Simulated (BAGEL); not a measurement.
# singlet CH6GeSi: levels of theory compared

Aim: a comparison of 5 runs (HF/3-21G, HF/6-31G*, HF/cc-pVDZ, B3LYP/6-31G*, RI-MP2/cc-pVDZ) of singlet CH6GeSi. 

The calculation is run with BAGEL 1.2.2.

2 further runs of the same task are left out: 2 that didn't finish. Runs told in other sessions of the task aren't counted.

**1. The system as given**

The species is CH6GeSi (9 atoms), meant as a singlet with charge 0. As SMILES of the parent species, `[CH3][Ge][SiH3]`. The shape comes from GFN2-xTB, which is rough for such elements, and wasn't checked as a minimum. That shape belongs to the parent species and isn't relaxed for this state.

Bond lengths: C1–Ge2 2.032 Å, Ge2–Si3 2.360 Å, C1–H4 1.089 Å, C1–H5 1.088 Å, C1–H6 1.089 Å, Si3–H7 1.461 Å, Si3–H8 1.475 Å, Si3–H9 1.475 Å. Some angles: C1–Ge2–Si3 106.3°, Ge2–C1–H4 110.2°, Ge2–C1–H5 112.5°, Ge2–C1–H6 110.2°, Ge2–Si3–H7 104.2°, Ge2–Si3–H8 114.0°, Ge2–Si3–H9 114.0°, H4–C1–H5 107.8°, H4–C1–H6 108.2°, H5–C1–H6 107.8°.

**2. A single-point energy at HF/3-21G (density fitting with qzvpp-jkfit) (run 1)**

The input, hf.json:

```json
{ "bagel" : [

{
  "title" : "molecule",
  "basis" : "3-21g",
  "df_basis" : "qzvpp-jkfit",
  "angstrom" : "true",
  "geometry" : [
    { "atom" : "C", "xyz" : [   -0.840690,    1.130930,   -1.101930 ] },
    { "atom" : "Ge", "xyz" : [    1.016250,    0.352610,   -0.827680 ] },
    { "atom" : "Si", "xyz" : [    0.862520,   -1.085900,    1.037050 ] },
    { "atom" : "H", "xyz" : [   -1.559740,    0.333250,   -1.284210 ] },
    { "atom" : "H", "xyz" : [   -0.883720,    1.817100,   -1.945050 ] },
    { "atom" : "H", "xyz" : [   -1.155220,    1.675470,   -0.212480 ] },
    { "atom" : "H", "xyz" : [    2.214950,   -1.617750,    1.191460 ] },
    { "atom" : "H", "xyz" : [   -0.096480,   -2.193260,    0.862290 ] },
    { "atom" : "H", "xyz" : [    0.442140,   -0.412450,    2.280550 ] }
  ]
},
{
  "title" : "hf"
},
{
  "title" : "print",
  "file" : "orbitals.molden",
  "orbitals" : "true"
}

]}
```

Launch:

```bash
$ BAGEL_NUM_THREADS=1 BAGEL hf.json > hf.out
```

The log of the run:

```text
* using 1 threads per process

  ===============================================================
  ===============================================================

  *** Geometry ***

  { "atom" : "C", "xyz" : [     -1.588674,      2.137148,     -2.082346 ] },
  { "atom" : "Ge", "xyz" : [      1.920434,      0.666336,     -1.564089 ] },
  { "atom" : "Si", "xyz" : [      1.629927,     -2.052054,      1.959740 ] },
  { "atom" : "H", "xyz" : [     -2.947481,      0.629751,     -2.426805 ] },
  { "atom" : "H", "xyz" : [     -1.669989,      3.433821,     -3.675612 ] },
  { "atom" : "H", "xyz" : [     -2.183049,      3.166179,     -0.401529 ] },
  { "atom" : "H", "xyz" : [      4.185649,     -3.057104,      2.251533 ] },
  { "atom" : "H", "xyz" : [     -0.182321,     -4.144661,      1.629492 ] },
  { "atom" : "H", "xyz" : [      0.835524,     -0.779418,      4.309615 ] },

  Number of auxiliary basis functions:      577

  Since a DF basis is specified, we compute 2- and 3-index integrals:
    o Being stored without compression. Storage requirement is 0.014 GB

  Number of basis functions:       56
  Number of electrons      :       58

    * METHOD: MOLECULE                             0.24

  *** RHF ***

  === Nuclear Repulsion ===
   232.8577506003

      * DIIS with orbital gradients will be used.

  === RHF iteration (3-21g) ===
      0      -2393.76369145          0.01339988           0.06
      1      -2393.81372571          0.00542638           0.06
      2      -2393.82224977          0.00112279           0.06
      3      -2393.82304628          0.00016740           0.06
      4      -2393.82308677          0.00004171           0.06
      5      -2393.82308907          0.00000787           0.06
      6      -2393.82308914          0.00000161           0.06
      7      -2393.82308914          0.00000033           0.06
      8      -2393.82308914          0.00000007           0.08
      9      -2393.82308914          0.00000002           0.06
     10      -2393.82308914          0.00000001           0.06
    * SCF iteration converged.

    * Permanent dipole moment:
           (    0.464046,    -0.196725,     0.071393) a.u.

    * METHOD: HF                                   0.83

    * METHOD: PRINT                                0.01

  ===============================================================
```

Wall time 1.3 s (1 thread of Arm Neoverse V2, shared host); peak memory 0.1 GiB.

**3. A single-point energy at HF/6-31G(d) (density fitting with qzvpp-jkfit, spherical functions) (run 2)**

The input, hf.json:

```json
{ "bagel": [

{
  "title": "molecule",
  "basis": "6-31gs.json",
  "df_basis": "qzvpp-jkfit",
  "angstrom": true,
  "geometry": [
    { "atom": "C", "xyz": [      -0.840690,       1.130930,      -1.101930 ] },
    { "atom": "Ge", "xyz": [       1.016250,       0.352610,      -0.827680 ] },
    { "atom": "Si", "xyz": [       0.862520,      -1.085900,       1.037050 ] },
    { "atom": "H", "xyz": [      -1.559740,       0.333250,      -1.284210 ] },
    { "atom": "H", "xyz": [      -0.883720,       1.817100,      -1.945050 ] },
    { "atom": "H", "xyz": [      -1.155220,       1.675470,      -0.212480 ] },
    { "atom": "H", "xyz": [       2.214950,      -1.617750,       1.191460 ] },
    { "atom": "H", "xyz": [      -0.096480,      -2.193260,       0.862290 ] },
    { "atom": "H", "xyz": [       0.442140,      -0.412450,       2.280550 ] }
  ]
},

{ "title": "hf" },

{ "title": "print", "file": "orbitals.molden", "orbitals": true }

]}
```

The basis set 6-31G* is read from a file made from the Basis Set Exchange's data (not shown).

Launch:

```bash
$ BAGEL_NUM_THREADS=1 BAGEL hf.json > hf.out
```

The log of the run:

```text
* using 1 threads per process

  ===============================================================
  ===============================================================

  *** Geometry ***

  { "atom" : "C", "xyz" : [     -1.588674,      2.137148,     -2.082346 ] },
  { "atom" : "Ge", "xyz" : [      1.920434,      0.666336,     -1.564089 ] },
  { "atom" : "Si", "xyz" : [      1.629927,     -2.052054,      1.959740 ] },
  { "atom" : "H", "xyz" : [     -2.947481,      0.629751,     -2.426805 ] },
  { "atom" : "H", "xyz" : [     -1.669989,      3.433821,     -3.675612 ] },
  { "atom" : "H", "xyz" : [     -2.183049,      3.166179,     -0.401529 ] },
  { "atom" : "H", "xyz" : [      4.185649,     -3.057104,      2.251533 ] },
  { "atom" : "H", "xyz" : [     -0.182321,     -4.144661,      1.629492 ] },
  { "atom" : "H", "xyz" : [      0.835524,     -0.779418,      4.309615 ] },

  Number of auxiliary basis functions:      577

  Since a DF basis is specified, we compute 2- and 3-index integrals:
    o Being stored without compression. Storage requirement is 0.027 GB

  Number of basis functions:       76
  Number of electrons      :       58

    * METHOD: MOLECULE                             0.33

  *** RHF ***

  === Nuclear Repulsion ===
   232.8577506003

      * DIIS with orbital gradients will be used.

  === RHF iteration (6-31gs.json) ===
      0      -2405.21218853          0.01168935           0.10
      1      -2405.28497674          0.00543802           0.09
      2      -2405.30030718          0.00133150           0.09
      3      -2405.30217976          0.00023525           0.09
      4      -2405.30224912          0.00011155           0.10
      5      -2405.30226213          0.00002101           0.10
      6      -2405.30226302          0.00000556           0.09
      7      -2405.30226308          0.00000125           0.09
      8      -2405.30226308          0.00000034           0.09
      9      -2405.30226308          0.00000013           0.09
     10      -2405.30226308          0.00000004           0.08
     11      -2405.30226308          0.00000002           0.08
     12      -2405.30226308          0.00000001           0.09
    * SCF iteration converged.

    * Permanent dipole moment:
           (    0.466810,    -0.106567,    -0.042834) a.u.

    * METHOD: HF                                   1.43

    * METHOD: PRINT                                0.01

  ===============================================================
```

Wall time 2 s (1 thread of Arm Neoverse V2, shared host); peak memory 0.13 GiB.

Runs 3 to 4 aren't shown in full; the table further down has their settings and results.

**4. The energy at RI-MP2/cc-pVDZ (density fitting with qzvpp-jkfit) (run 5)**

The input, input.json:

```json
{ "bagel": [

{
  "title": "molecule",
  "basis": "cc-pvdz.json",
  "df_basis": "qzvpp-jkfit",
  "angstrom": true,
  "geometry": [
    { "atom": "C", "xyz": [   -0.840690,    1.130930,   -1.101930 ] },
    { "atom": "Ge", "xyz": [    1.016250,    0.352610,   -0.827680 ] },
    { "atom": "Si", "xyz": [    0.862520,   -1.085900,    1.037050 ] },
    { "atom": "H", "xyz": [   -1.559740,    0.333250,   -1.284210 ] },
    { "atom": "H", "xyz": [   -0.883720,    1.817100,   -1.945050 ] },
    { "atom": "H", "xyz": [   -1.155220,    1.675470,   -0.212480 ] },
    { "atom": "H", "xyz": [    2.214950,   -1.617750,    1.191460 ] },
    { "atom": "H", "xyz": [   -0.096480,   -2.193260,    0.862290 ] },
    { "atom": "H", "xyz": [    0.442140,   -0.412450,    2.280550 ] }
  ]
},
{ "title": "hf" },
{ "title": "mp2", "ncore": 15 }

]}
```

The basis set cc-pVDZ is read from a file made from the Basis Set Exchange's data (not shown).

Launch:

```bash
$ BAGEL_NUM_THREADS=1 BAGEL input.json > input.out
```

The log of the run:

```text
* using 1 threads per process

  ===============================================================
  ===============================================================

  *** Geometry ***

  { "atom" : "C", "xyz" : [     -1.588674,      2.137148,     -2.082346 ] },
  { "atom" : "Ge", "xyz" : [      1.920434,      0.666336,     -1.564089 ] },
  { "atom" : "Si", "xyz" : [      1.629927,     -2.052054,      1.959740 ] },
  { "atom" : "H", "xyz" : [     -2.947481,      0.629751,     -2.426805 ] },
  { "atom" : "H", "xyz" : [     -1.669989,      3.433821,     -3.675612 ] },
  { "atom" : "H", "xyz" : [     -2.183049,      3.166179,     -0.401529 ] },
  { "atom" : "H", "xyz" : [      4.185649,     -3.057104,      2.251533 ] },
  { "atom" : "H", "xyz" : [     -0.182321,     -4.144661,      1.629492 ] },
  { "atom" : "H", "xyz" : [      0.835524,     -0.779418,      4.309615 ] },

  Number of auxiliary basis functions:      577

  Since a DF basis is specified, we compute 2- and 3-index integrals:
    o Being stored without compression. Storage requirement is 0.037 GB

  Number of basis functions:       89
  Number of electrons      :       58

    * METHOD: MOLECULE                             0.32

  *** RHF ***

  === Nuclear Repulsion ===
   232.8577506003

      * DIIS with orbital gradients will be used.

  === RHF iteration (cc-pvdz.json) ===
      0      -2405.43125168          0.01234419           0.10
      1      -2405.55271871          0.00617500           0.10
      2      -2405.57670679          0.00147869           0.10
      3      -2405.57970560          0.00029999           0.10
      4      -2405.57984975          0.00009488           0.11
      5      -2405.57986861          0.00002625           0.10
      6      -2405.57986989          0.00000469           0.10
      7      -2405.57986993          0.00000140           0.10
      8      -2405.57986994          0.00000043           0.10
      9      -2405.57986994          0.00000011           0.10
     10      -2405.57986994          0.00000004           0.10
     11      -2405.57986994          0.00000001           0.10
     12      -2405.57986994          0.00000001           0.10
    * SCF iteration converged.

    * Permanent dipole moment:
           (    0.385936,    -0.107818,    -0.010657) a.u.

    * METHOD: HF                                   1.51

  *** RHF ***

  === Nuclear Repulsion ===
   232.8577506003

      * DIIS with orbital gradients will be used.

  === RHF iteration (cc-pvdz.json) ===
      0      -2405.57986994          0.00000000           0.09
    * SCF iteration converged.

    * Permanent dipole moment:
           (    0.385937,    -0.107817,    -0.010657) a.u.

  === DF-MP2 calculation ===

    * freezing 15 orbitals
    * 3-index integral transformation done
    * assembly done

      MP2 correlation energy:   -0.3455399580      0.05

      MP2 total energy:       -2405.9254098971

    * METHOD: MP2                                  0.25

  ===============================================================
```

Wall time 2.3 s (1 thread of Arm Neoverse V2, shared host); peak memory 0.15 GiB.

**5. All runs side by side**

```csv
run,level,frozen core orbitals,energy (Eh),dipole moment (D),HOMO energy (eV),LUMO energy (eV),wall time
1,HF/3-21G (density fitting with qzvpp-jkfit),–,-2393.823089,1.29,-7.80,0.19,1.3 s
2,"HF/6-31G* (density fitting with qzvpp-jkfit, spherical functions)",–,-2405.302263,1.22,-7.89,0.21,2 s
3,HF/cc-pVDZ (density fitting with qzvpp-jkfit),–,-2405.579870,1.02,-7.91,0.25,2.2 s
4,"B3LYP/6-31G* (density fitting with qzvpp-jkfit, spherical functions)",–,-2407.928838,1.20,-5.60,-3.08,12 s
5,RI-MP2/cc-pVDZ (density fitting with qzvpp-jkfit),15,-2405.925410,–,–,–,2.3 s
```

**6. Results**

```
                                           quantity           value
                                run 5: total energy  -2405.92541 Eh
run 5: correlation energy (15 core orbitals frozen)      -345.5 mEh
```

**Reading.** Over runs 1, 2, 3, 4 the dipole moment (its size) runs from 1.02 D (HF/cc-pVDZ) to 1.29 D (HF/3-21G). Over runs 1, 2, 3, 4 the HOMO–LUMO gap runs from 2.52 eV (B3LYP/6-31G*) to 8.16 eV (HF/cc-pVDZ). The two ends differ in method and basis. All runs together took 20 s, the longest 12 s.
